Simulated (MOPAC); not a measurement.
Settings test, MOPAC on PbF2

Simulated with MOPAC 23.2.5. This is a test of settings. The cell began as a measured structure and was relaxed with r2SCAN+rVV10 in plane waves (Ansatz 0.2.0). All runs are without spin polarisation.

Space group Fm-3m (No. 225), cubic; conventional cell a = 5.892 Å, 17.04 Å³ an atom. Around Pb lie 8 F at 2.55 Å; around F lie 4 Pb at 2.55 Å.

The base run uses PM7 on a cluster of 96 atoms.

```
PM7 1SCF GRADIENTS AUX(PRECISION=6) THREADS=1
crystal as a cluster of 2x2x2 conventional cells

Pb 5.891617 1 0.000000 1 0.000000 1
F 7.364521 1 1.472904 1 1.472904 1
F 10.310329 1 4.418712 1 4.418712 1
Pb 8.837425 1 2.945808 1 0.000000 1
F 10.310329 1 4.418712 1 1.472904 1
F 1.472904 1 7.364521 1 4.418712 1
Pb 8.837425 1 0.000000 1 2.945808 1
F 10.310329 1 1.472904 1 4.418712 1
F 1.472904 1 4.418712 1 7.364521 1
Pb 0.000000 1 0.000000 1 0.000000 1
F 1.472904 1 1.472904 1 1.472904 1
F 4.418712 1 4.418712 1 4.418712 1
Pb 2.945808 1 2.945808 1 0.000000 1
F 4.418712 1 4.418712 1 1.472904 1
F 7.364521 1 7.364521 1 4.418712 1
Pb 5.891617 1 5.891617 1 0.000000 1
F 7.364521 1 7.364521 1 1.472904 1
F 10.310329 1 10.310329 1 4.418712 1
Pb 8.837425 1 8.837425 1 0.000000 1
F 10.310329 1 10.310329 1 1.472904 1
F 1.472904 1 1.472904 1 4.418712 1
Pb 2.945808 1 0.000000 1 2.945808 1
F 4.418712 1 1.472904 1 4.418712 1
[... 59 lines left out ...]
F 4.418712 1 10.310329 1 7.364521 1
F 7.364521 1 1.472904 1 10.310329 1
Pb 0.000000 1 2.945808 1 8.837425 1
F 1.472904 1 4.418712 1 10.310329 1
F 4.418712 1 7.364521 1 1.472904 1
Pb 2.945808 1 5.891617 1 8.837425 1
F 4.418712 1 7.364521 1 10.310329 1
F 7.364521 1 10.310329 1 1.472904 1
Pb 5.891617 1 8.837425 1 8.837425 1
F 7.364521 1 10.310329 1 10.310329 1
F 10.310329 1 1.472904 1 1.472904 1
Pb 0.000000 1 8.837425 1 8.837425 1
F 1.472904 1 10.310329 1 10.310329 1
F 4.418712 1 1.472904 1 1.472904 1
Tv 11.783233 1 0.000000 1 0.000000 1
Tv 0.000000 1 11.783233 1 0.000000 1
Tv 0.000000 1 0.000000 1 11.783233 1
```

Command: `mopac run.mop`. It took 3.8 s on 1 thread of Arm Neoverse V1 (shared host), peak memory 0.033 GiB.

It converged with a gap of 11.95 eV. MOPAC's gap is a Hartree-Fock orbital gap, usually far wider than a measured one, and its energy is the heat of formation.

Each further run moved one setting: method (Hamiltonian); CUTOFP (reach of the lattice sums in Å); SCFCRT (SCF criterion); cluster (size of the cluster in conventional cells). Changes are from the base run, which isn't itself converged in every setting; energies of another Hamiltonian, functional, basis or charge aren't compared.

```json
{"setting": "method = AM1", "how it ended": "converged", "gap change (eV)": "-3.71", "energy change (meV/atom)": "–", "time (s)": "3.6"}
{"setting": "CUTOFP = 10", "how it ended": "converged", "gap change (eV)": "0.34", "energy change (meV/atom)": "-99.0", "time (s)": "1.2"}
{"setting": "method = PM3", "how it ended": "converged", "gap change (eV)": "-3.42", "energy change (meV/atom)": "–", "time (s)": "3.5"}
{"setting": "method = PM6-D3H4", "how it ended": "converged", "gap change (eV)": "-3.52", "energy change (meV/atom)": "–", "time (s)": "3.7"}
{"setting": "SCFCRT = 1e-2 (poor on purpose)", "how it ended": "converged", "gap change (eV)": "0.00", "energy change (meV/atom)": "0.0", "time (s)": "3.6"}
{"setting": "cluster = 1x1x1 (poor on purpose)", "how it ended": "refused", "gap change (eV)": "–", "energy change (meV/atom)": "–", "time (s)": "0.05"}
```

SCFCRT = 1e-2 changes nothing that matters here. With cluster = 1x1x1 nothing was computed: the program refuses so small a cluster.

The end of the log, shortened, for cluster = 1x1x1:

```
    NO.       ATOM           X           Y           Z
 General Reference for PM7:
 "Optimization of Parameters for Semiempirical Methods VI: More Modifications to the
           Empirical Formula: Pb4 F8  =    12 atoms
          Excessive size of lattice vector summation
          To avoid this problem, pack atoms more tightly in the central unit cell (try MAKPOL)
          To over-ride this safety check, add keyword 'GEO-OK'
 *     Error and normal termination messages reported in this calculation     *
 * Excessive size of lattice vector summation                                 *
 * JOB ENDED NORMALLY                                                         *
 TOTAL JOB TIME:             0.00 SECONDS
 == MOPAC DONE ==
```

Spin-orbit coupling is left out, which matters wherever the heavy atoms make up the band edges.
